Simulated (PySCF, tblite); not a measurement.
# C₆H₆ClO radical: geometry, infrared bands and EPR parameters

Aim: predict the infrared bands and EPR parameters of C₆H₆ClO radical (`O=C1[CH]CC=C(Cl)C1`).

Computed with tblite 0.8.0 and PySCF 2.14.0, with density-fitted response routines of our own, on a single molecule in the gas phase. Atoms count from 0, in the outputs and in this text.

## (1) The molecule as given

14 atoms, charge 0, multiplicity 2; geometry from: force field or distance geometry start.

Bonds of the start (Å): O0–C1 1.22, C1–C2 1.47, C2–C3 1.50, C3–C4 1.50, C4–C5 1.33, C5–Cl6 1.74, C5–C7 1.51, C7–C1 1.52, C2–H8 1.09, C3–H9 1.14, C3–H10 1.08, C4–H11 1.09, C7–H12 1.10, C7–H13 1.10.

## (2) Optimising the geometry with GFN2-xTB

The job: settings as JSON, then the geometry in Å.

```
{"job": {"kind": "relax", "xc": "GFN2-xTB", "basis": "xTB"}, "charge": 0, "multiplicity": 2}
O      0.325000    -2.169100    -1.311300
C      0.038600    -1.324500    -0.480000
C     -1.317500    -0.850800    -0.179300
C     -1.302000     0.559300     0.322400
C     -0.059200     1.317600    -0.020700
C      1.143300     0.739700    -0.033000
Cl     2.613700     1.577200    -0.438700
C      1.154800    -0.715100     0.355700
H     -2.046700    -1.066500    -0.957100
H     -1.273500     0.487700     1.455500
H     -2.193800     1.105700     0.037400
H     -0.095200     2.371300    -0.298200
H      0.919600    -0.809500     1.425500
H      2.092400    -1.223800     0.099800
```

Command:

```bash
OMP_NUM_THREADS=1 python probes_run.py task.json out
```

The driver reads the jobs from task.json and runs them one after another.

**Question.** This job is followed by: GFN2-xTB harmonic vibrations, gas phase; UKS B3LYP, pcH-1 on C Cl H O, non-relativistic, mean-field spin-orbit, GIAO. What will the session give for the following? strongest single infrared mode (GFN2-xTB); zero-point energy (GFN2-xTB); g(iso) (B3LYP); ⟨S²⟩; largest a(iso) (averaged by class); potential on the surface of density 0.002 e/bohr³, 1st and 99th percentile.

**Answer**, as computed:

```
                                                                  quantity                    value
                                 strongest single infrared mode (GFN2-xTB)    1573 cm⁻¹, 291 km/mol
                                              zero-point energy (GFN2-xTB)            62.9 kcal/mol
                                                            g(iso) (B3LYP)                  2.00507
                                                                      ⟨S²⟩       0.764 (exact 0.75)
                                        largest a(iso) (averaged by class)  1H on H9, H10, 99.5 MHz
potential on the surface of density 0.002 e/bohr³, 1st and 99th percentile       -1.67 V and 1.22 V
```

Relaxing lowered the energy by 0.588 eV in 81 steps; the close pair that moved most is C1–C2, from 1.468 to 1.414 Å. All 36 modes are real, so the xTB geometry is a minimum. The strongest single mode, at 1573 cm⁻¹, moves mainly C1 and O0. Unscaled tight-binding wavenumbers are off by several per cent, some by more. Its intensities can rank the bands wrongly. C2 carries the largest spin population, 0.79 e. The isotropic g lies 2.8 ppt above the free-electron value. The conformer search found further structures of the same energy, which may be mirror or relabelled copies of this one.
